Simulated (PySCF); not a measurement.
# GeH6OSi: geometry, electronic excitations

Aim: predict the electronic excitations of GeH6OSi (`[SiH3][O][GeH3]`).

Computed with PySCF 2.14.0, with density-fitted response routines of our own, on a single molecule in the gas phase. Atoms count from 0, in the outputs and in this text.

## Step 1: The molecule as given

9 atoms, charge 0, multiplicity 1; geometry from: GFN2-xTB. The atoms were then displaced at random by about 0.01 Å, so the start is not that level's minimum.

Bonds of the start (Å): Si0–O1 1.65, O1–Ge2 1.74, Si0–H3 1.44, Si0–H4 1.47, Si0–H5 1.47, Ge2–H6 1.50, Ge2–H7 1.48, Ge2–H8 1.52.

## Step 2: Geometry optimisation at PBE0-D3(BJ)/def2-SVP

The job: settings as JSON, then the geometry in Å.

```
{"job": {"xc": "PBE0", "basis": "def2-SVP", "d3": "d3bj", "grid": 1, "shake": 0.01, "kind": "geom"}, "charge": 0, "multiplicity": 1}
Si     1.603040     0.140010     0.288230
O      0.084790     0.230710    -0.363650
Ge    -1.611240    -0.151190    -0.235870
H      1.996620    -1.235410     0.457260
H      2.391010     0.843650    -0.727320
H      1.573640     0.856800     1.575440
H     -1.702820    -1.644400    -0.143750
H     -2.161800     0.419520    -1.488010
H     -2.115430     0.523160     1.031170
```

Started as:

```console
> OMP_NUM_THREADS=1 python probes_run.py task.json out
```

One launch serves the whole session: the jobs run in the order shown.

**Question.** This job is followed by: TDDFT PBE0/aug-cc-pVTZ, vertical, gas phase, core orbitals frozen in the response; TDDFT PBE0/def2-TZVPD, vertical, gas phase, core orbitals frozen in the response. Predict these results of the whole session: rotational constants (main isotopes); lowest singlet (PBE0/aug-cc-pVTZ); brightest single state of those computed; lowest triplet; range of the lowest singlet.

As calculated:

```
                                quantity                        value
    rotational constants (main isotopes)        28.74, 2.02, 1.98 GHz
       lowest singlet (PBE0/aug-cc-pVTZ)  6.48 eV (191 nm), f = 0.001
brightest single state of those computed  state 4, 7.58 eV, f = 0.089
                          lowest triplet                      6.15 eV
             range of the lowest singlet              6.48 to 6.53 eV
```

In words: The optimisation took 7 steps and gained 0.206 eV; among the close pairs (by a distance rule), Si0–H3 changed most, from 1.441 to 1.497 Å. The first singlet state (HOMO→LUMO 0.97) lies at 6.48 eV and is dark; of the 10 states computed, the strongest absorption comes from state 4 at 7.58 eV. The lowest triplet lies 0.33 eV below the lowest singlet (triplets in Tamm-Dancoff, singlets in full TDDFT). The lowest singlet runs from 6.48 eV (PBE0/aug-cc-pVTZ) to 6.53 eV (PBE0/def2-TZVPD), while the orbital gap spans 7.88 to 7.97 eV. The lowest state need not be the same one in every run.
